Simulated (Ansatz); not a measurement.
Run this with Ansatz 0.2.0 through its Python package and show what comes out.

`sr2mgru3o10.py`
```python
"""Chain to YAML and back, for Sr2MgRu3O10."""

from pathlib import Path

import ansatz as az

cell = (
    az.Lattice.of([5.6534513, 0.0, 0.0], [2.22666806, 5.71975444, 0.0], [0.44220196, 1.92550459, 6.43445741])
    .atom("Sr", [0.39932216, 0.31073411, 0.92175355])
    .atom("Sr", [0.65115403, 0.64916932, 0.13186855])
    .atom("Mg", [0.90699208, 0.45668898, 0.63576749])
    .atom("Ru", [0.77250652, 0.00135748, 0.50443601])
    .atom("Ru", [0.22825562, 0.99537202, 0.49055349])
    .atom("Ru", [0.01297427, 0.98770992, 0.00191374])
    .atom("O", [0.09577357, 0.71623945, 0.5770737])
    .atom("O", [0.89152792, 0.28839008, 0.42289158])
    .atom("O", [0.58492697, 0.75702164, 0.55346973])
    .atom("O", [0.42490442, 0.21492457, 0.43425896])
    .atom("O", [0.82306627, 0.36101899, 0.92644041])
    .atom("O", [0.25041069, 0.01152752, 0.1895184])
    .atom("O", [0.19690573, 0.09576669, 0.75651738])
    .atom("O", [0.75561965, 0.97973626, 0.81226153])
    .atom("O", [0.77856561, 0.97235682, 0.21559058])
    .atom("O", [0.20923451, 0.66032113, 0.04568391])
)

base = (
    cell.calculation()
    .basis(510)
    .functional(az.Functional.LDA)
    .kpoints(mesh=(5, 4, 4))
    .occupations("cold", width=0.1)
    .density_of_states(projected=True, energy_step=0.02)
)
Path("written.yaml").write_text(base.to_yaml())
back = az.Calculation.from_yaml("written.yaml")
print(back.to_python())
print("same input:", back.to_yaml() == base.to_yaml())
```

`python sr2mgru3o10.py` gives:
```text
(
    az.Lattice.of(((5.6534513, 0.0, 0.0), (2.22666806, 5.71975444, 0.0), (0.44220196, 1.92550459, 6.43445741)))
    .atom("Sr", (0.39932216, 0.31073411, 0.92175355))
    .atom("Sr", (0.65115403, 0.64916932, 0.13186855))
    .atom("Mg", (0.90699208, 0.45668898, 0.63576749))
    .atom("Ru", (0.77250652, 0.00135748, 0.50443601))
    .atom("Ru", (0.22825562, 0.99537202, 0.49055349))
    .atom("Ru", (0.01297427, 0.98770992, 0.00191374))
    .atom("O", (0.09577357, 0.71623945, 0.5770737))
    .atom("O", (0.89152792, 0.28839008, 0.42289158))
    .atom("O", (0.58492697, 0.75702164, 0.55346973))
    .atom("O", (0.42490442, 0.21492457, 0.43425896))
    .atom("O", (0.82306627, 0.36101899, 0.92644041))
    .atom("O", (0.25041069, 0.01152752, 0.1895184))
    .atom("O", (0.19690573, 0.09576669, 0.75651738))
    .atom("O", (0.75561965, 0.97973626, 0.81226153))
    .atom("O", (0.77856561, 0.97235682, 0.21559058))
    .atom("O", (0.20923451, 0.66032113, 0.04568391))
    .calculation()
    .basis(cutoff=510.0)
    .kpoints(5, 4, 4)
    .functional("lda")
    .occupations(method="cold", width=0.1)
    .density_of_states(energy_step=0.02, projected=True)
)

same input: True
```

File `written.yaml` afterwards:
```yaml
crystal:
  lattice:
    - [5.6534513, 0.0, 0.0]
    - [2.22666806, 5.71975444, 0.0]
    - [0.44220196, 1.92550459, 6.43445741]
  atoms:
    - { symbol: Sr, position: [0.39932216, 0.31073411, 0.92175355] }
    - { symbol: Sr, position: [0.65115403, 0.64916932, 0.13186855] }
    - { symbol: Mg, position: [0.90699208, 0.45668898, 0.63576749] }
    - { symbol: Ru, position: [0.77250652, 0.00135748, 0.50443601] }
    - { symbol: Ru, position: [0.22825562, 0.99537202, 0.49055349] }
    - { symbol: Ru, position: [0.01297427, 0.98770992, 0.00191374] }
    - { symbol: O, position: [0.09577357, 0.71623945, 0.5770737] }
    - { symbol: O, position: [0.89152792, 0.28839008, 0.42289158] }
    - { symbol: O, position: [0.58492697, 0.75702164, 0.55346973] }
    - { symbol: O, position: [0.42490442, 0.21492457, 0.43425896] }
    - { symbol: O, position: [0.82306627, 0.36101899, 0.92644041] }
    - { symbol: O, position: [0.25041069, 0.01152752, 0.1895184] }
    - { symbol: O, position: [0.19690573, 0.09576669, 0.75651738] }
    - { symbol: O, position: [0.75561965, 0.97973626, 0.81226153] }
    - { symbol: O, position: [0.77856561, 0.97235682, 0.21559058] }
    - { symbol: O, position: [0.20923451, 0.66032113, 0.04568391] }
basis:
  ecutwfc: 510.0
kpoints:
  mp_grid:
    grid: [5, 4, 4]
hamiltonian:
  xc: lda
scf:
  occupations:
    method: cold
    width: 0.1
output:
  dos:
    de: 0.02
    projected: true
```

The input is only written out: it wasn't run, and its settings aren't tested. The structure comes from a database and needn't be a stable phase.
